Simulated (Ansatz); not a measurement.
**CH6AlNOS: a ladder of functionals and wavefunction methods**

Aim: compute CH6AlNOS with functionals from several rungs and with coupled cluster, and see how far each lands from CCSD(T) at the basis-set limit for the atomisation energy.

The runs use Ansatz 0.2.0, Gaussian basis; functionals in def2-TZVPP, the program's frozen cores in correlated methods.

Levels to be run: LDA (SPW92), PBE-D4, revPBE-D4, BLYP-D4, r2SCAN-D4, B97M-V, PBE0-D4, B3LYP-D4, r2SCANh-D4, r2SCAN0-D4, HSE06-D4, BHLYP-D4, CAM-B3LYP-D4, LC-ωPBE, ωB97X-V, ωB97M-V, B2PLYP, PBE-QIDH; CCSD(T)/def2-SVP; CCSD(T)/def2-TZVPP; MP2/def2-QZVPP; extrapolation to the limit; RPA on PBE.

### Step 1. The relaxed structure

All runs share one geometry, relaxed beforehand with PBE0-D4 in a triple-zeta def2 set.

11 atoms, charge 0, spin multiplicity 1.

Atoms are counted from 1 here; the program's logs count them from 0.

Bond lengths: N1–C2 1.470 Å, N1–H6 1.012 Å, N1–H7 1.012 Å, C2–Al3 1.971 Å, C2–H8 1.096 Å, C2–H9 1.096 Å, Al3–O4 1.693 Å, Al3–S5 2.194 Å, O4–H10 0.955 Å, S5–H11 1.345 Å. Angles: C2–N1–H6 111.2°, C2–N1–H7 111.2°, H6–N1–H7 106.8°, N1–C2–Al3 118.0°, N1–C2–H8 108.2°, N1–C2–H9 108.3°, Al3–C2–H8 108.9°, Al3–C2–H9 108.9°, H8–C2–H9 103.5°, C2–Al3–O4 120.8°, C2–Al3–S5 120.1°, O4–Al3–S5 119.0°, Al3–O4–H10 125.5°, Al3–S5–H11 91.8°.

### Step 2. LDA

This LDA is Slater exchange with PW92 correlation.

in.yaml

```yaml
crystal:
  periodic: [false, false, false]
  atoms:
    - {symbol: N, position_ang: [-0.780560, -1.237446, 1.217149]}
    - {symbol: C, position_ang: [0.423657, -0.981519, 0.414271]}
    - {symbol: Al, position_ang: [0.476700, 0.659380, -0.675777]}
    - {symbol: O, position_ang: [1.832635, 1.031347, -1.619078]}
    - {symbol: S, position_ang: [-1.232736, 2.035058, -0.679624]}
    - {symbol: H, position_ang: [-1.603966, -1.299427, 0.631803]}
    - {symbol: H, position_ang: [-0.946168, -0.488209, 1.877211]}
    - {symbol: H, position_ang: [0.591912, -1.846695, -0.237159]}
    - {symbol: H, position_ang: [1.291295, -0.991643, 1.083820]}
    - {symbol: H, position_ang: [1.929006, 1.805433, -2.170237]}
    - {symbol: H, position_ang: [-1.916474, 1.256621, 0.178218]}
basis:
  gaussian: {orbitals: def2-TZVPP}
hamiltonian: {xc: lda}
output: {orbitals: {seedname: orbitals}}
```

Started as:

```bash
> ansatz run in.yaml --threads 4 --pin off --events-out ev --progress --plain --max-ram 10444MiB
```

Further steps of the session: PBE-D4 (GGA); revPBE-D4 (GGA); BLYP-D4 (GGA); r2SCAN-D4 (meta-GGA); B97M-V (meta-GGA); PBE0-D4 (hybrid); B3LYP-D4 (hybrid); r2SCANh-D4 (hybrid); r2SCAN0-D4 (hybrid); HSE06-D4 (hybrid); BHLYP-D4 (hybrid); CAM-B3LYP-D4 (range-separated); LC-ωPBE (range-separated); ωB97X-V (range-separated); ωB97M-V (range-separated); B2PLYP (double hybrid); PBE-QIDH (double hybrid); CCSD(T) in def2-SVP; CCSD(T) in def2-TZVPP; MP2 in def2-QZVPP; RPA on PBE orbitals.

**Question.** What will the summary of the whole plan be? Wanted: atomisation energy, CCSD(T)/CBS; farthest beyond LDA; mean size of error, GGA; mean size of error, meta-GGA; mean size of error, hybrid; mean size of error, range-separated; mean size of error, double hybrid; gap, smallest and largest; T1 diagnostic.

The runs gave:

```
                               quantity                                                                 value
        atomisation energy, CCSD(T)/CBS                                                        928.9 kcal/mol
functionals within 4.6 kcal/mol (0.5 %)  BLYP-D4, r2SCAN-D4, B97M-V, B3LYP-D4, CAM-B3LYP-D4, ωB97X-V, ωB97M-V
                    farthest beyond LDA                                             BHLYP-D4 (-34.9 kcal/mol)
                mean size of error, GGA                                                          9.3 kcal/mol
           mean size of error, meta-GGA                                                          0.8 kcal/mol
             mean size of error, hybrid                                                         12.8 kcal/mol
    mean size of error, range-separated                                                          3.0 kcal/mol
      mean size of error, double hybrid                                                         14.0 kcal/mol
              gap, smallest and largest                                 3.91 eV (BLYP-D4), 10.91 eV (LC-ωPBE)
                          T1 diagnostic                                                                0.0117
triples share of the correlation energy                                                                 3.8 %
```

What this shows: The LDA atomisation energy is off by 134.3 kcal/mol (14 %): it overbinds. PBE-D4 is off by +14.3 kcal/mol. Double hybrids carry the basis error of their MP2 part in triple zeta, and no dispersion term here, so their miss is partly the set-up's. The rungs meta-GGA, range-separated miss on average by less than the doubt on the reference (4.6 kcal/mol), so they tie. Misses under about 4.6 kcal/mol are within the doubt on the reference itself, which lacks core-valence correlation, relativity and higher excitations. Hartree-Fock recovers 69 % of the binding; the rest is correlation. CCSD(T) in def2-SVP is off by -69.0 kcal/mol, which most functionals beat. Orbital gaps span 3.9 to 10.9 eV; exact exchange widens them.
